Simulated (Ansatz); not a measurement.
# C2H6Si2: rigid scan of one bond length

Wanted for C2H6Si2: a rigid scan of one bond length. SMILES: [SiH3]C1=C[SiH2]1.

Program: Ansatz 0.2.0, driven from Python. Level of theory: CAM-B3LYP/def2-SVP. These are calculated values, not measurements.

### Step 1. The structure

Bond lengths: Si1–C2 1.645 Å, C2–C3 1.294 Å, C2–Si4 1.811 Å, C3–Si4 1.869 Å, Si1–H5 1.510 Å, Si1–H6 1.535 Å, Si1–H7 1.515 Å, C3–H8 1.020 Å, Si4–H9 1.522 Å, Si4–H10 1.417 Å. Angles (14 of 18 angles, heavy atoms first): Si1–C2–C3 148.3°, Si1–C2–Si4 139.9°, C3–C2–Si4 71.8°, C2–C3–Si4 67.0°, C2–Si4–C3 41.1°, C2–Si1–H5 114.7°, C2–Si1–H6 113.2°, C2–Si1–H7 112.8°, C2–C3–H8 146.5°, Si4–C3–H8 146.4°, C2–Si4–H9 116.1°, C2–Si4–H10 119.6°, C3–Si4–H9 107.8°, C3–Si4–H10 110.4°.

The script holds or builds the structure itself.

### Step 2. The script

c2h6si2.py reads:

```python
'''Stretching a bond of C2H6Si2, the rest held rigid.'''

import ansatz as az
import numpy as np

BASIS = 'def2-SVP'
XC = 'cam_b3lyp'

GEOMETRY = '''
Si   -0.97920    0.93260   -0.85530
C    -0.12050   -0.16970    0.01240
C    -0.05520   -1.35420    0.53000
Si    1.50440   -0.35830    0.79010
H    -1.36980    0.47830   -2.24150
H    -2.29460    1.34130   -0.17870
H    -0.23830    2.24130   -1.03730
H    -0.52480   -2.24950    0.66730
H     1.58570    0.00270    2.26680
H     2.57540   -0.91570    0.04910
'''


def main() -> None:
    c2h6si2 = az.Crystal.molecule()
    for line in GEOMETRY.strip().splitlines():
        symbol, *xyz = line.split()
        c2h6si2 = c2h6si2.atom(symbol, [float(v) for v in xyz])

    symbols = [site.symbol for site in c2h6si2.cartesian_sites]
    start = np.array([site.position_ang for site in c2h6si2.cartesian_sites])
    axis = (start[5] - start[0]) / np.linalg.norm(start[5] - start[0])
    moving = [5]
    lengths, energies = [1.35, 1.412, 1.473, 1.535, 1.596, 1.657, 1.719, 1.811], []
    for length in lengths:
        xyz = start.copy()
        xyz[moving] += (length - np.linalg.norm(start[5] - start[0])) * axis
        point = az.Crystal.molecule()
        for symbol, xyz in zip(symbols, xyz):
            point = point.atom(symbol, xyz.tolist())
        job = point.calculation().basis(gaussian=BASIS).functional(XC)
        r = job.run(threads=1).report
        energies.append(r['free_energy_ev'])
        print(f'r = {length:6.3f} A  E = {energies[-1]:.5f} eV  <S^2> = {abs(r["mean_field"]["state"]["spin_squared"]):.3f}')

    # quartic fit about the minimum
    fit = np.polynomial.Polynomial.fit(lengths, np.array(energies) - min(energies), 4).convert()
    roots = [r.real for r in fit.deriv().roots() if abs(r.imag) < 1e-9 and fit.deriv(2)(r.real) > 0]
    r_e = min(roots, key=lambda r: abs(r - lengths[int(np.argmin(energies))]))
    print(f'minimum of the fit at {r_e:.4f} A, force constant {fit.deriv(2)(r_e):.2f} eV/A^2')


if __name__ == '__main__':
    main()
```

### Step 3. The calls as engine input

The package turns the script's settings into the engine's input (first run):

```yaml
crystal:
  periodic: [false, false, false]
  atoms:
    - { symbol: Si, position_ang: [-0.9792, 0.9326, -0.8553] }
    - { symbol: C, position_ang: [-0.1205, -0.1697, 0.0124] }
    - { symbol: C, position_ang: [-0.0552, -1.3542, 0.53] }
    - { symbol: Si, position_ang: [1.5044, -0.3583, 0.7901] }
    - { symbol: H, position_ang: [-1.3698, 0.4783, -2.2415] }
    - { symbol: H, position_ang: [-2.136342625669537, 1.2921288057709743, -0.2601025691591845] }
    - { symbol: H, position_ang: [-0.2383, 2.2413, -1.0373] }
    - { symbol: H, position_ang: [-0.5248, -2.2495, 0.6673] }
    - { symbol: H, position_ang: [1.5857, 0.0027, 2.2668] }
    - { symbol: H, position_ang: [2.5754, -0.9157, 0.0491] }
basis:
  gaussian:
    orbitals: def2-SVP
hamiltonian:
  xc: cam_b3lyp
```

### Step 4. The run

Started as:

```bash
$ python c2h6si2.py
```

Q: Predict the main results. Wanted: range of energy; lowest point, distance.

**Answer**, as computed:

| quantity | value |
| --- | --- |
| bond length at the fit's minimum | 1.4981 Å |
| runs compared | 8 |
| range of energy | 0.553 eV |
| lowest point, distance (Å) | 1.47 |

What this shows: The curve has its lowest point inside the range, at 1.47. The ends stand 0.233 and 0.553 eV above it. The distance scanned is the script's pair 0, 5. What to keep in mind:
- The rest of the molecule is held rigid at a force-field or estimated start geometry, and the basis set is modest; single-reference methods fail as a bond breaks.
- The orbitals are restricted, so S² is zero by construction.
